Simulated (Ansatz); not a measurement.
# C6H15ClHfO3: basis-set convergence

An exercise on one series of results from a longer session: the logs are not shown, and one member is left open.

Method: one geometry, several basis sets; program: Ansatz 0.2.0, Gaussian basis.

Plan: PBE0-D4/def2-SVP; ωB97M-V/def2-SVP; PBE0-D4/def2-QZVPP; ωB97M-V/def2-QZVPP; the functionals' def2-TZVPP values are taken from earlier runs.

**The geometry**

The geometry comes from an earlier relaxation with PBE0-D4 in a triple-zeta def2 set; it is a stationary point, not always the lowest conformer. Hf takes the def2 core potential; no spin-orbit term is included.

SMILES `CC[O][Hf]([Cl])([O]CC)[O]CC`, 26 atoms, charge 0, spin multiplicity 1.

Atoms are counted from 1 here; the program's logs count them from 0.

Bond lengths: C1–C2 1.513 Å, C1–H12 1.093 Å, C1–H13 1.092 Å, C1–H14 1.092 Å, C2–O3 1.393 Å, C2–H15 1.097 Å, C2–H16 1.097 Å, O3–Hf4 1.909 Å, Hf4–Cl5 2.388 Å, Hf4–O6 1.912 Å, Hf4–O9 1.911 Å, O6–C7 1.393 Å, C7–C8 1.513 Å, C7–H17 1.097 Å, C7–H18 1.097 Å, C8–H19 1.092 Å, C8–H20 1.093 Å, C8–H21 1.093 Å and more. Angles: C2–C1–H12 110.4°, C2–C1–H13 110.7°, C2–C1–H14 110.6°, H12–C1–H13 108.3°, H12–C1–H14 108.3°, H13–C1–H14 108.3°, C1–C2–O3 111.6°, C1–C2–H15 110.2°, C1–C2–H16 110.1°, O3–C2–H15 109.0°, O3–C2–H16 108.7°, H15–C2–H16 107.1°, C2–O3–Hf4 172.7°, O3–Hf4–Cl5 109.2°, O3–Hf4–O6 109.2°, O3–Hf4–O9 109.5°, Cl5–Hf4–O6 109.7°, Cl5–Hf4–O9 109.6° and more.

Coordinates:

```mol
C6H15ClHfO3
  3D, bonds by distance, orders not assigned

 26 25  0  0  0  0  0  0  0  0999 V2000
    0.7831    2.3438    1.8789 C   0  0
    0.6832    2.5481    0.3836 C   0  0
   -0.1685    1.6165   -0.2061 O   0  0
   -1.2582    0.1846   -0.8451 Hf  0  0
   -3.2691    1.0794   -1.7711 Cl  0  0
   -0.3018   -0.7805   -2.1905 O   0  0
    0.5958   -1.3804   -3.0707 C   0  0
    1.9309   -0.6689   -3.0759 C   0  0
   -1.6858   -0.9864    0.6036 O   0  0
   -1.8282   -1.8203    1.7102 C   0  0
   -0.9739   -1.3577    2.8698 C   0  0
    1.4515    3.0865    2.3217 H   0  0
    1.1736    1.3497    2.1082 H   0  0
   -0.1990    2.4429    2.3467 H   0  0
    1.6761    2.4661   -0.0764 H   0  0
    0.3081    3.5551    0.1647 H   0  0
    0.1601   -1.3719   -4.0772 H   0  0
    0.7288   -2.4315   -2.7855 H   0  0
    1.8093    0.3745   -3.3758 H   0  0
    2.6184   -1.1503   -3.7760 H   0  0
    2.3833   -0.6901   -2.0815 H   0  0
   -1.5558   -2.8443    1.4253 H   0  0
   -2.8849   -1.8373    2.0040 H   0  0
   -1.2482   -0.3439    3.1701 H   0  0
    0.0838   -1.3603    2.5952 H   0  0
   -1.1064   -2.0193    3.7296 H   0  0
  1  2  8  0
  2  3  8  0
  3  4  8  0
  4  5  8  0
  4  6  8  0
  6  7  8  0
  7  8  8  0
  4  9  8  0
  9 10  8  0
 10 11  8  0
  1 12  8  0
  1 13  8  0
  1 14  8  0
  2 15  8  0
  2 16  8  0
  7 17  8  0
  7 18  8  0
  8 19  8  0
  8 20  8  0
  8 21  8  0
 10 22  8  0
 10 23  8  0
 11 24  8  0
 11 25  8  0
 11 26  8  0
M  END
```

Set-up of the first run:

The input, in.yaml:

```yaml
crystal:
  periodic: [false, false, false]
  atoms:
    - {symbol: C, position_ang: [0.783067, 2.343783, 1.878890]}
    - {symbol: C, position_ang: [0.683221, 2.548068, 0.383560]}
    - {symbol: O, position_ang: [-0.168538, 1.616536, -0.206093]}
    - {symbol: Hf, position_ang: [-1.258246, 0.184636, -0.845135]}
    - {symbol: Cl, position_ang: [-3.269092, 1.079424, -1.771078]}
    - {symbol: O, position_ang: [-0.301844, -0.780514, -2.190483]}
    - {symbol: C, position_ang: [0.595804, -1.380421, -3.070717]}
    - {symbol: C, position_ang: [1.930950, -0.668859, -3.075946]}
    - {symbol: O, position_ang: [-1.685773, -0.986357, 0.603629]}
    - {symbol: C, position_ang: [-1.828247, -1.820350, 1.710249]}
    - {symbol: C, position_ang: [-0.973871, -1.357657, 2.869844]}
    - {symbol: H, position_ang: [1.451452, 3.086485, 2.321718]}
    - {symbol: H, position_ang: [1.173574, 1.349657, 2.108184]}
    - {symbol: H, position_ang: [-0.199017, 2.442945, 2.346659]}
    - {symbol: H, position_ang: [1.676082, 2.466088, -0.076428]}
    - {symbol: H, position_ang: [0.308061, 3.555071, 0.164675]}
    - {symbol: H, position_ang: [0.160074, -1.371941, -4.077178]}
    - {symbol: H, position_ang: [0.728761, -2.431530, -2.785473]}
    - {symbol: H, position_ang: [1.809331, 0.374461, -3.375800]}
    - {symbol: H, position_ang: [2.618387, -1.150349, -3.776033]}
    - {symbol: H, position_ang: [2.383258, -0.690130, -2.081481]}
    - {symbol: H, position_ang: [-1.555752, -2.844349, 1.425299]}
    - {symbol: H, position_ang: [-2.884897, -1.837255, 2.003977]}
    - {symbol: H, position_ang: [-1.248212, -0.343872, 3.170074]}
    - {symbol: H, position_ang: [0.083800, -1.360276, 2.595225]}
    - {symbol: H, position_ang: [-1.106434, -2.019290, 3.729564]}
basis:
  gaussian: {orbitals: def2-SVP}
hamiltonian: {xc: pbe0, dispersion: d4}
output: {orbitals: {seedname: orbitals}}
```

Command:

```bash
> ansatz run in.yaml --threads 11 --pin off --events-out ev --progress --plain --max-ram 174080MiB --backend cpu
```

Steps of the session up to this table: PBE0-D4 in def2-SVP; ωB97M-V in def2-SVP; PBE0-D4 in def2-QZVPP; ωB97M-V in def2-QZVPP.

One table of the session follows, with a row left open; its other results are not shown here.

It belongs to the step «Functionals by basis». 

| functional | basis | HOMO (eV) | LUMO (eV) |
| --- | --- | --- | --- |
| PBE0-D4 | def2-SVP | ? | ? |
| PBE0-D4 | def2-TZVPP | -7.90 | 0.16 |
| PBE0-D4 | def2-QZVPP | -7.92 | -0.07 |
| ωB97M-V | def2-SVP | -10.19 | 1.62 |
| ωB97M-V | def2-TZVPP | -10.25 | 1.35 |
| ωB97M-V | def2-QZVPP | -10.27 | 0.87 |

**Question.** Estimate the row for PBE0-D4, def2-SVP.

The run gave: HOMO (eV): -7.85; LUMO (eV): 0.34. In the column «HOMO (eV)» it is the highest.
